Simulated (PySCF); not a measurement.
**PbF4: other functionals and bases at one geometry**

One table from this session's results is given with a row withheld; the runs are named, their logs left out.

Computed with PySCF 2.14.0. Level: several levels, as the steps say, no spin–orbit coupling.

1 further run of the same task is left out (for a known fault of the program).

## Starting geometry

5 atoms, charge 0, spin multiplicity 1.

Bond lengths: Pb1–F2 2.004 Å, Pb1–F3 2.004 Å, Pb1–F4 2.004 Å, Pb1–F5 2.004 Å. Angles: F2–Pb1–F3 109.5°, F2–Pb1–F4 109.5°, F2–Pb1–F5 109.5°, F3–Pb1–F4 109.5°, F3–Pb1–F5 109.5°, F4–Pb1–F5 109.5°.

Geometry (Å):

| atom | x (Å) | y (Å) | z (Å) |
| --- | --- | --- | --- |
| Pb1 | 0.00000 | 0.00000 | 0.00000 |
| F2 | 1.15716 | 1.15716 | 1.15716 |
| F3 | -1.15716 | -1.15716 | 1.15716 |
| F4 | 1.15716 | -1.15716 | -1.15716 |
| F5 | -1.15716 | 1.15716 | -1.15716 |

Formal oxidation states: Pb +4. An earlier session relaxed this geometry at PBE0, Pb def2-SVP with ECP60, F def2-SVP (singlet, point group Td).

At PBE0 on the finer grid: E = -591.519437 Eh, HOMO -11.80 eV, LUMO -5.54 eV, Mulliken charge on Pb1 +1.52 e, largest force component 0.016 eV/Å. 

Levels to run: TPSS; BLYP; PBE0, TZVP. Hardware: 2 threads of Arm Neoverse V2, shared host.

The first run:

The input, run.py (the lines that set the calculation):

```python
mol = gto.M(atom='''
Pb     0.00000     0.00000     0.00000
F      1.15716     1.15716     1.15716
F     -1.15716    -1.15716     1.15716
F      1.15716    -1.15716    -1.15716
F     -1.15716     1.15716    -1.15716''',
    basis={'Pb': 'def2-SVP', 'F': 'def2-SVP'},
    ecp={'Pb': 'def2-SVP'},
    charge=0, spin=0)
mf = dft.RKS(mol, xc='TPSS')
mf.grids.atom_grid = (75, 302)
mf = mf.density_fit()  # fitting sets: Pb def2-universal-JKFIT, F def2-universal-JKFIT
mf.conv_tol = 1e-08; mf.max_cycle = 55
mf.kernel(dm0)  # dm0: the density of the relaxed state
```

Started as:

```console
OMP_NUM_THREADS=2 python run.py
```

Steps of the session up to this table: TPSS; BLYP; PBE0, TZVP.

One table of the session follows, with a row left open; its other results are not shown here.

```
              level  HOMO (eV)  gap (eV)  charge on Pb1 (e)  largest force component (eV/Å)
PBE0 (relaxed here)     -11.80      6.26               1.52                            0.02
               TPSS      -9.75      3.62               1.37                            0.35
               BLYP          ?         ?                  ?                               ?
         PBE0, TZVP     -12.14      6.32               1.62                            0.38
```

Estimate the missing values for BLYP.

The run gave: HOMO (eV): -9.41; gap (eV): 3.36; charge on Pb1 (e): 1.29; largest force component (eV/Å): 0.56. In the column «HOMO (eV)» it is the highest.

In one basis the HOMO–LUMO gap runs from 3.36 eV (BLYP) to 6.26 eV (PBE0). The largest leftover force, 0.56 eV/Å with BLYP, stands at a geometry relaxed at another level. Total energies of different levels can't be compared.
